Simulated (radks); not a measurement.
# Valence configurations of Ru

NIST gives [Kr] 4d7 5s1 as the ground configuration of Ru. Does this level of theory agree? Several fillings of the valence shells are run.

Method: scalar-relativistic Kohn-Sham, PBE, spin-polarised, spherical densities, point nucleus; open shells are filled with parallel spins first. Code: radks (a radial shooting solver on a logarithmic mesh, Libxc functionals) version 1.

## 1. The system

- element: ruthenium (Z = 44)
- charge: 0
- electrons: 44
- configuration: [Kr] 4d7 5s1
- others tried: 4d7 5p1; 4d6 5s2; 4d7 5s0.5 5p0.5; 4d8; 4d6 5s1 5p1; 4d5 5s1 5p2; 4d6 5p2; 4d5 5s2 5p1; 4d6.5 5s1 5p0.5

The outer shells:

Ru
```
[Kr] core
4d [↑↓][↑↓][↑ ][↑ ][↑ ]
5s [↑ ]
```

## 2. [Kr] 4d7 5s1

Input:

```text
Z 44
configuration [Kr] 4d7 5s1
relativity scalar-relativistic
functional pbe,pbe
spin polarised
nucleus point
c 137.035999084
```

## 3. [Kr] 4d7 5p1

Input:

```text
Z 44
configuration [Kr] 4d7 5p1
relativity scalar-relativistic
functional pbe,pbe
spin polarised
nucleus point
c 137.035999084
```

## 4. [Kr] 4d6 5s2

Input:

```text
Z 44
configuration [Kr] 4d6 5s2
relativity scalar-relativistic
functional pbe,pbe
spin polarised
nucleus point
c 137.035999084
```

## 5. [Kr] 4d7 5s0.5 5p0.5

Input:

```text
Z 44
configuration [Kr] 4d7 5s0.5 5p0.5
relativity scalar-relativistic
functional pbe,pbe
spin polarised
nucleus point
c 137.035999084
```

## 6. [Kr] 4d8

Input:

```text
Z 44
configuration [Kr] 4d8
relativity scalar-relativistic
functional pbe,pbe
spin polarised
nucleus point
c 137.035999084
```

## 7. [Kr] 4d6 5s1 5p1

Input:

```text
Z 44
configuration [Kr] 4d6 5s1 5p1
relativity scalar-relativistic
functional pbe,pbe
spin polarised
nucleus point
c 137.035999084
```

## 8. [Kr] 4d5 5s1 5p2

Input:

```text
Z 44
configuration [Kr] 4d5 5s1 5p2
relativity scalar-relativistic
functional pbe,pbe
spin polarised
nucleus point
c 137.035999084
```

## 9. [Kr] 4d6 5p2

Input:

```text
Z 44
configuration [Kr] 4d6 5p2
relativity scalar-relativistic
functional pbe,pbe
spin polarised
nucleus point
c 137.035999084
```

## 10. [Kr] 4d5 5s2 5p1

Input:

```text
Z 44
configuration [Kr] 4d5 5s2 5p1
relativity scalar-relativistic
functional pbe,pbe
spin polarised
nucleus point
c 137.035999084
```

## 11. [Kr] 4d6.5 5s1 5p0.5

Input:

```text
Z 44
configuration [Kr] 4d6.5 5s1 5p0.5
relativity scalar-relativistic
functional pbe,pbe
spin polarised
nucleus point
c 137.035999084
```

Before running it: what results should come out? Wanted: for each run, valence; E − E(NIST configuration); moment; highest level; its energy; 1s shift.

As calculated:

```
        valence  E − E(NIST configuration) (eV)  moment (μB)  highest level  its energy (eV)  1s shift (eV)
        4d7 5s1                           0.000            4        4d down           -3.838          +0.00
        4d6 5s2                           0.987            4        5s down           -4.633          -3.41
            4d8                           1.046            2        4d down           -2.508          +2.55
4d6.5 5s1 5p0.5                           1.539            5          5p up           -1.871          -2.29
4d7 5s0.5 5p0.5                           1.806            4          5p up           -1.613          -0.80
    4d6 5s1 5p1                           3.531            6          5p up           -2.473          -4.64
        4d7 5p1                           3.668            4          5p up           -1.975          -1.54
    4d5 5s2 5p1                           6.463            6          5p up           -2.900          -8.60
        4d6 5p2                           7.936            6          5p up           -3.094          -5.99
    4d5 5s1 5p2                           8.886            8          5p up           -3.586          -9.57
```

The NIST configuration is the lowest of those tried, 0.987 eV under 4d6 5s2. The energies are those of spherical high-spin densities, not of single terms. The 1s eigenvalue shifts by up to 9.57 eV as the valence charge is rearranged.
